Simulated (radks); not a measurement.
# Valence configurations of Ir⁺

An exercise on one series of results from a longer session: the logs are not shown, and one member is left open.

The numbers are computed with radks (a radial shooting solver on a logarithmic mesh, Libxc functionals) version 1 (scalar-relativistic Kohn-Sham, PBE, spin-polarised, spherical densities, point nucleus; open shells are filled with parallel spins first), except any that are marked as measured or tabulated.

**The atom as given**

| Item | Value |
| --- | --- |
| element | iridium (Z = 77) |
| charge | +1 |
| electrons | 76 |
| configuration | [Xe] 4f14 5d7 6s1 |
| others tried | 4f13 5d7 6s2; 4f14 5d6 6s2; 4f13 5d8 6s1; 4f13 5d7 6s1 6p1; 4f14 5d7 6s0.5 6p0.5; 4f14 5d6.5 6s1.5; 4f14 5d5 6s1 6p2; 4f13 5d7 6p2; 4f14 5d8 |

Outer shells as boxes (Hund's rule):

Ir⁺
```
[Xe] core
4f [↑↓][↑↓][↑↓][↑↓][↑↓][↑↓][↑↓]
5d [↑↓][↑↓][↑ ][↑ ][↑ ]
6s [↑ ]
```

The first run:

The run's settings:

```text
Z 77
configuration [Xe] 4f14 5d7 6s1
relativity scalar-relativistic
functional pbe,pbe
spin polarised
nucleus point
c 137.035999084
```

Steps of the session up to this table: [Xe] 4f14 5d7 6s1.

One of the session's tables, all rows but one given; the rest of the session is left out.

It belongs to the step «[Xe] 4f14 5d7 6s1». From the orbitals of this run (lengths in bohr):

```
  level     <r>  outermost maximum (interpolated)  90 % within  nodes
  4f up  0.5361                             0.395        0.871      0
4f down  0.5343                             0.395        0.867      0
  5p up   1.137                              1.01         1.65      3
5p down       ?                                 ?            ?      ?
  5d up   1.666                              1.30         2.59      2
  6s up   2.665                              2.31         3.89      5
5d down   1.675                              1.29         2.63      2
6s down   2.754                              2.35         4.05      5
```

Estimate the missing values for 5p down.

The run gave: <r>: 1.130; outermost maximum (interpolated): 1.00; 90 % within: 1.64; nodes: 3. In the column «<r>» it lies between 4f up (0.5361) and 5p up (1.137).
